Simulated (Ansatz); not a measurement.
# B2BrH3O: up Jacob's ladder to CCSD(T)

How much do the methods differ for B2BrH3O? The plan is to run it at one geometry with functionals of several rungs and with coupled cluster. The yardstick is the atomisation energy at the CCSD(T) limit.

Computed with Ansatz 0.2.0, Gaussian basis. Level: functionals in def2-TZVPP, the program's frozen cores in correlated methods.

The runs, in order: LDA (SPW92), PBE-D4, revPBE-D4, BLYP-D4, r2SCAN-D4, B97M-V, PBE0-D4, B3LYP-D4, r2SCANh-D4, r2SCAN0-D4, HSE06-D4, BHLYP-D4, CAM-B3LYP-D4, LC-ωPBE, ωB97X-V, ωB97M-V, B2PLYP, PBE-QIDH; CCSD(T)/def2-SVP; CCSD(T)/def2-TZVPP; MP2/def2-QZVPP; extrapolation to the limit; RPA on PBE.

**1. Structure used throughout**

The geometry comes from an earlier relaxation with PBE0-D4 in a triple-zeta def2 set; it is a stationary point, not always the lowest conformer.

SMILES `BB(O)Br`, 7 atoms, charge 0, spin multiplicity 1.

Atoms are counted from 1 here; the program's logs count them from 0.

Bond lengths: B1–B2 1.660 Å, B1–H5 1.196 Å, B1–H6 1.196 Å, B2–O3 1.338 Å, B2–Br4 1.968 Å, O3–H7 0.963 Å. Angles: B2–B1–H5 121.0°, B2–B1–H6 121.0°, H5–B1–H6 117.6°, B1–B2–O3 132.3°, B1–B2–Br4 107.5°, O3–B2–Br4 120.2°, B2–O3–H7 114.5°.

**2. LDA**

This LDA is Slater exchange with PW92 correlation.

in.yaml reads:

```yaml
crystal:
  periodic: [false, false, false]
  atoms:
    - {symbol: B, position_ang: [-0.628952, 1.053632, 0.116899]}
    - {symbol: B, position_ang: [0.218021, -0.370679, 0.011727]}
    - {symbol: O, position_ang: [0.619772, -1.249751, 0.936650]}
    - {symbol: Br, position_ang: [0.628380, -0.675262, -1.889202]}
    - {symbol: H, position_ang: [-1.818271, 1.074889, -0.010629]}
    - {symbol: H, position_ang: [-0.062167, 2.103615, 0.203248]}
    - {symbol: H, position_ang: [1.104516, -2.004444, 0.585507]}
basis:
  gaussian: {orbitals: def2-TZVPP}
hamiltonian: {xc: lda}
output: {orbitals: {seedname: orbitals}}
```

The run is started by

```console
$ ansatz run in.yaml --threads 2 --pin off --events-out ev --progress --plain --max-ram 4352MiB
```

Further steps of the session: PBE-D4 (GGA); revPBE-D4 (GGA); BLYP-D4 (GGA); r2SCAN-D4 (meta-GGA); B97M-V (meta-GGA); PBE0-D4 (hybrid); B3LYP-D4 (hybrid); r2SCANh-D4 (hybrid); r2SCAN0-D4 (hybrid); HSE06-D4 (hybrid); BHLYP-D4 (hybrid); CAM-B3LYP-D4 (range-separated); LC-ωPBE (range-separated); ωB97X-V (range-separated); ωB97M-V (range-separated); B2PLYP (double hybrid); PBE-QIDH (double hybrid); CCSD(T) in def2-SVP; CCSD(T) in def2-TZVPP; MP2 in def2-QZVPP; RPA on PBE orbitals.

Before running them: what should the planned runs give, taken together? Wanted: atomisation energy, CCSD(T)/CBS; farthest beyond LDA; mean size of error, GGA; mean size of error, meta-GGA; mean size of error, hybrid; mean size of error, range-separated; mean size of error, double hybrid; gap, smallest and largest; T1 diagnostic.

The runs gave:

```
                               quantity                                                                                                                               value
        atomisation energy, CCSD(T)/CBS                                                                                                                      601.9 kcal/mol
functionals within 6.0 kcal/mol (1.0 %)  revPBE-D4, BLYP-D4, PBE0-D4, B3LYP-D4, r2SCANh-D4, r2SCAN0-D4, HSE06-D4, CAM-B3LYP-D4, LC-ωPBE, ωB97X-V, ωB97M-V, B2PLYP, PBE-QIDH
                    farthest beyond LDA                                                                                                             PBE-D4 (+16.3 kcal/mol)
                mean size of error, GGA                                                                                                                        6.3 kcal/mol
           mean size of error, meta-GGA                                                                                                                        8.1 kcal/mol
             mean size of error, hybrid                                                                                                                        5.6 kcal/mol
    mean size of error, range-separated                                                                                                                        2.7 kcal/mol
      mean size of error, double hybrid                                                                                                                        1.9 kcal/mol
              gap, smallest and largest                                                                                           3.90 eV (LDA (SPW92)), 11.31 eV (LC-ωPBE)
                          T1 diagnostic                                                                                                                              0.0113
triples share of the correlation energy                                                                                                                               3.5 %
```

In words: LDA overbinds by 90.9 kcal/mol (15 %). PBE-D4 misses by +16.3 kcal/mol. Double hybrids carry the basis error of their MP2 part in triple zeta, and no dispersion term here, so their miss is partly the set-up's. The rungs double hybrid, range-separated, hybrid miss on average by less than the doubt on the reference (6.0 kcal/mol), so they tie. Misses under about 6.0 kcal/mol are within the doubt on the reference itself, which lacks core-valence correlation, relativity and higher excitations, and its outer-core shells are covered unevenly. All levels share the lack of spin-orbit coupling, which lowers the free heavy atoms and so the true binding. Hartree-Fock recovers 76 % of the binding; the rest is correlation. CCSD(T) in def2-SVP is off by -28.2 kcal/mol, worse than the median functional, from the basis alone. The gap grows from 3.9 to 11.3 eV across the functionals, mostly with the share of exact exchange. Correlated methods include outer-core shells of Br, which these sets cover unevenly.
